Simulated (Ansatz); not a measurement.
# Mg2Re: the cost of one run

Computed with Ansatz 0.2.0 (DFT PBE, scalar-relativistic, plane waves, PAW, unless a step's input says otherwise).

1 further run of the same task is left out (it didn't finish).

### 1 Starting point

Symmetry: I4/mmm, No. 139, tetragonal system. The conventional cell has a = 4.048 Å, b = 4.048 Å, c = 6.640 Å, α = 90.00°, β = 90.00°, γ = 90.00°. Around Mg (site symmetry 4mm) lie 1 Mg at 1.23 Å. Re (site symmetry 4/mmm) is surrounded by 10 Mg at 2.70 to 2.93 Å.

As a file:

```cif
data_structure
_symmetry_space_group_name_H-M 'P 1'
_symmetry_Int_Tables_number 1
_cell_length_a 4.3836
_cell_length_b 4.3836
_cell_length_c 4.3836
_cell_angle_alpha 124.999
_cell_angle_beta 124.999
_cell_angle_gamma 81.541
_cell_volume 54.41
loop_
_atom_site_label
_atom_site_type_symbol
_atom_site_fract_x
_atom_site_fract_y
_atom_site_fract_z
_atom_site_occupancy
Mg1 Mg 0.59300 0.59300 0.00000 1
Mg2 Mg 0.40700 0.40700 0.00000 1
Re1 Re 0.00000 0.00000 0.00000 1
```

This is candidate A: CaC2 type (I4/mmm, No. 139).

(A quick probe on a coarse mesh, which set the mesh and smearing, is not shown.)

### 3 A loose first relaxation (candidate A)

File input.yaml:

```yaml
crystal:
  lattice:
    - [-2.0241907071, 2.0241907071, 3.3198809027]
    - [2.0241907071, -2.0241907071, 3.3198809027]
    - [2.0241907071, 2.0241907071, -3.3198809027]
  atoms:
    - { symbol: Mg, position: [0.593, 0.593, 0.0] }
    - { symbol: Mg, position: [0.407, 0.407, 0.0] }
    - { symbol: Re, position: [0.0, 0.0, 0.0] }
basis:
  ecutwfc: 420
kpoints:
  mp_grid: { grid: [6, 6, 6] }
hamiltonian:
  xc: pbe
scf:
  occupations: { method: gaussian, width: 0.1 }
  lower_state_search: "off"
output:
  forces: true
  stress: true
  eigenvalues: true
relax:
  adjacent_minimum: "off"
  f_tol: 0.04
  max_steps: 70
  cell: { stress_tol: 0.4 }
```

Command:

```
ansatz run input.yaml --threads 1 --pin off --max-ram 2560MiB --backend cpu --events-out ev --progress --plain --runs-dir out
```

What time and memory should one allow on 1 thread of Arm Neoverse V2, shared host?

About 68 s, with a peak of 0.41 GiB.
